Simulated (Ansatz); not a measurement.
# TaRu: an axial (c/a) deformation path

An exercise on one series of results from a longer session: the logs are not shown, and one member is left open.

Program: Ansatz 0.2.0. Level of theory: DFT r2SCAN, scalar-relativistic, plane waves, PAW. These are calculated values, not measurements.

### The structure to begin with

The structure is orthorhombic, space group Cmmm (No. 65). The conventional cell has a = 3.308 Å, b = 4.683 Å, c = 4.162 Å, α = 90.00°, β = 90.00°, γ = 90.00°. Ta (site symmetry mmm) is surrounded by 4 Ru at 2.66 Å and 4 Ta at 2.87 Å. Around Ru (site symmetry mmm) lie 4 Ta at 2.66 Å and 4 Ru at 2.87 Å.

Coordinates:

```cif
data_structure
_symmetry_space_group_name_H-M 'Cmmm'
_symmetry_Int_Tables_number 65
_cell_length_a 3.3082
_cell_length_b 4.6832
_cell_length_c 4.1624
_cell_angle_alpha 90.000
_cell_angle_beta 90.000
_cell_angle_gamma 90.000
_cell_volume 64.49
loop_
_atom_site_label
_atom_site_type_symbol
_atom_site_symmetry_multiplicity
_atom_site_Wyckoff_symbol
_atom_site_fract_x
_atom_site_fract_y
_atom_site_fract_z
_atom_site_occupancy
Ta1 Ta 2 c 0.50000 0.00000 0.50000 1
Ru1 Ru 2 a 0.00000 0.00000 0.00000 1
```

It goes back to an entry of the Materials Project, which need not be the stable form.

No relaxation comes first: the listed cell is the starting point.

Set-up of the first run:

input.yaml

```yaml
crystal:
  lattice:
    - [1.654122, -2.341613, 0.0]
    - [1.654122, 2.341613, 0.0]
    - [0.0, 0.0, 4.162423]
  atoms:
    - { symbol: Ta, position: [0.5, 0.5, 0.5] }
    - { symbol: Ru, position: [0.0, 0.0, 0.0] }
basis:
  ecutwfc: 500
kpoints:
  mp_grid: { grid: [20, 20, 12] }
hamiltonian:
  xc: r2scan
scf:
  occupations: { method: gaussian, width: 0.15 }
output:
  forces: true
  stress: true
  eigenvalues: true
```

Command:

```
$ ansatz run input.yaml --threads 1 --pin off --max-ram 2560MiB --backend cpu --events-out ev --progress --plain --runs-dir out
```

Steps of the session up to this table: The reference: the undisturbed cell on the scan's mesh; At ρ = 0.850; At ρ = 1.200; At ρ = 0.920; ρ = 1.100; At ρ = 0.960.

One of the session's tables, all rows but one given; the rest of the session is left out.

Collected from the runs (energy zero: the undisturbed cell):

| ρ | ΔE (meV/atom) | pressure (GPa) |
| --- | --- | --- |
| 0.850 | 70.6 | 0.7 |
| 0.920 | 15.6 | -2.4 |
| 0.960 | 1.9 | -3.9 |
| 1.000 | 0.0 | -5.1 |
| 1.100 | ? | ? |
| 1.200 | 167.6 | -6.0 |

Q: Estimate the row for ρ = 1.100 from the others.

Worked estimate for «ΔE (meV/atom)». A straight line through the neighbours (1.000, 0.0) and (1.200, 167.6) gives 0.0 + (167.6 − 0.0) × (1.100 − 1.000) / (1.200 − 1.000) = 83.8; a parabola fitted to 3 rows on both sides gives 46.9.

As computed: ΔE (meV/atom): 46.0; pressure (GPa): -6.8. In «ΔE (meV/atom)» the line misses by +37.8 and the parabola by +0.9.
